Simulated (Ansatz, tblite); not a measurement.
# C11H21AuS: rung by rung

The task here is to estimate one member of a computed series from the others.

Method: as each input shows; program: Ansatz 0.2.0, Gaussian basis.

Levels to be run: GFN1-xTB, GFN2-xTB, PBE-D4/def2-TZVP, r2SCAN-D4/def2-TZVP, PBE-D4/def2-SVP, PBE0-D4/def2-SVP, MP2/def2-SVP.

4 further runs of the same task are left out: 4 that didn't finish. Runs told in other sessions of the task aren't counted.

### The relaxed structure

The singlet was relaxed beforehand with PBE-D4/def2-SVP.

34 atoms, charge 0, spin multiplicity 1.

Bond lengths: C1–C2 1.344 Å, C1–H14 1.102 Å, C1–H15 1.104 Å, C2–C3 1.504 Å, C2–H16 1.106 Å, C3–C4 1.543 Å, C3–H17 1.111 Å, C3–H18 1.115 Å, C4–C5 1.533 Å, C4–H19 1.113 Å, C4–H20 1.111 Å, C5–C6 1.535 Å, C5–H21 1.115 Å, C5–H22 1.111 Å, C6–C7 1.534 Å, C6–H23 1.113 Å, C6–H24 1.113 Å, C7–C8 1.535 Å and more. Angles: C2–C1–H14 121.7°, C2–C1–H15 121.4°, H14–C1–H15 116.9°, C1–C2–C3 125.0°, C1–C2–H16 118.5°, C3–C2–H16 116.5°, C2–C3–C4 114.3°, C2–C3–H17 109.2°, C2–C3–H18 109.2°, C4–C3–H17 109.1°, C4–C3–H18 108.3°, H17–C3–H18 106.4°, C3–C4–C5 114.7°, C3–C4–H19 108.9°, C3–C4–H20 108.1°, C5–C4–H19 109.2°, C5–C4–H20 109.6°, H19–C4–H20 106.1° and more.

Au takes a core potential in the def2 sets. No spin-orbit coupling is included.

PBE0-D4/def2-TZVP was run before; its log isn't repeated, and its numbers join the tables.

The first run:

Tight binding, by tblite at 300 K electronic temperature and without a spin-polarisation term:

```python
tblite.interface.Calculator('GFN1-xTB', numbers, positions, charge=0, uhf=0).singlepoint()
```

Tight binding, by tblite at 300 K electronic temperature and without a spin-polarisation term:

```python
tblite.interface.Calculator('GFN2-xTB', numbers, positions, charge=0, uhf=0).singlepoint()
```

start.molden holds the orbitals of an earlier run on this state, given as this run's starting guess.

in.yaml reads:

```yaml
crystal:
  periodic: [false, false, false]
  atoms:
    - {symbol: C, position_ang: [-5.772036, -0.616148, 0.599249]}
    - {symbol: C, position_ang: [-4.877676, 0.062175, -0.140760]}
    - {symbol: C, position_ang: [-3.918799, -0.558919, -1.119399]}
    - {symbol: C, position_ang: [-2.435774, -0.464614, -0.703846]}
    - {symbol: C, position_ang: [-1.887692, 0.964301, -0.609027]}
    - {symbol: C, position_ang: [-0.414442, 1.051763, -0.186481]}
    - {symbol: C, position_ang: [0.581622, 0.483407, -1.205553]}
    - {symbol: C, position_ang: [2.056532, 0.655985, -0.817793]}
    - {symbol: C, position_ang: [2.489754, -0.140318, 0.418566]}
    - {symbol: C, position_ang: [3.978278, 0.015751, 0.746614]}
    - {symbol: C, position_ang: [4.406636, -0.792715, 1.968548]}
    - {symbol: S, position_ang: [6.135365, -0.549444, 2.526164]}
    - {symbol: Au, position_ang: [7.375263, -1.270912, 0.763295]}
    - {symbol: H, position_ang: [-6.441805, -0.106122, 1.309800]}
    - {symbol: H, position_ang: [-5.870741, -1.713158, 0.519153]}
    - {symbol: H, position_ang: [-4.819447, 1.160357, -0.021567]}
    - {symbol: H, position_ang: [-4.188239, -1.626311, -1.266381]}
    - {symbol: H, position_ang: [-4.037104, -0.064600, -2.111261]}
    - {symbol: H, position_ang: [-2.303674, -0.973539, 0.277214]}
    - {symbol: H, position_ang: [-1.835308, -1.046782, -1.435614]}
    - {symbol: H, position_ang: [-2.021721, 1.474570, -1.590790]}
    - {symbol: H, position_ang: [-2.497156, 1.542870, 0.117906]}
    - {symbol: H, position_ang: [-0.293270, 0.535131, 0.791644]}
    - {symbol: H, position_ang: [-0.155598, 2.117278, 0.003071]}
    - {symbol: H, position_ang: [0.379117, -0.597816, -1.373845]}
    - {symbol: H, position_ang: [0.405853, 0.978276, -2.186576]}
    - {symbol: H, position_ang: [2.270242, 1.736170, -0.649739]}
    - {symbol: H, position_ang: [2.695532, 0.354592, -1.676908]}
    - {symbol: H, position_ang: [2.254306, -1.217655, 0.260251]}
    - {symbol: H, position_ang: [1.888406, 0.172097, 1.300830]}
    - {symbol: H, position_ang: [4.225791, 1.086305, 0.913469]}
    - {symbol: H, position_ang: [4.595127, -0.305993, -0.123456]}
    - {symbol: H, position_ang: [3.832417, -0.471354, 2.868403]}
    - {symbol: H, position_ang: [4.200233, -1.874610, 1.834800]}
basis:
  gaussian: {orbitals: def2-TZVP, initial_orbitals: start.molden}
hamiltonian: {xc: pbe, dispersion: d4}
scf: {omitted_lower_state_checks: [starts]}
output: {forces: true, orbitals: {seedname: orbitals}}
```

Launch:

```bash
ansatz run in.yaml --threads 4 --pin off --events-out ev --progress --plain --max-ram 6963MiB
```

Among the steps run: PBE-D4/def2-TZVP; r2SCAN-D4/def2-TZVP; PBE-D4/def2-SVP; PBE0-D4/def2-SVP; MP2/def2-SVP.

One table of the session follows, with a row left open; its other results are not shown here.

It belongs to the step «Binding energy». 

```
              level  binding an atom (eV)
        HF/def2-SVP                 3.131
    PBE-D4/def2-SVP                 4.256
   PBE-D4/def2-TZVP                     ?
r2SCAN-D4/def2-TZVP                 4.135
   PBE0-D4/def2-SVP                 4.202
  PBE0-D4/def2-TZVP                 4.158
       MP2/def2-SVP                 4.000
```

Estimate the missing values for PBE-D4/def2-TZVP.

**Answer.** binding an atom (eV): 4.215. In the column «binding an atom (eV)» it lies between PBE0-D4/def2-SVP (4.202) and PBE-D4/def2-SVP (4.256).

Limits of these values: Free atoms were run apart at each level; binding is atoms less cluster, divided by the number of atoms, without zero-point or spin-orbit terms.
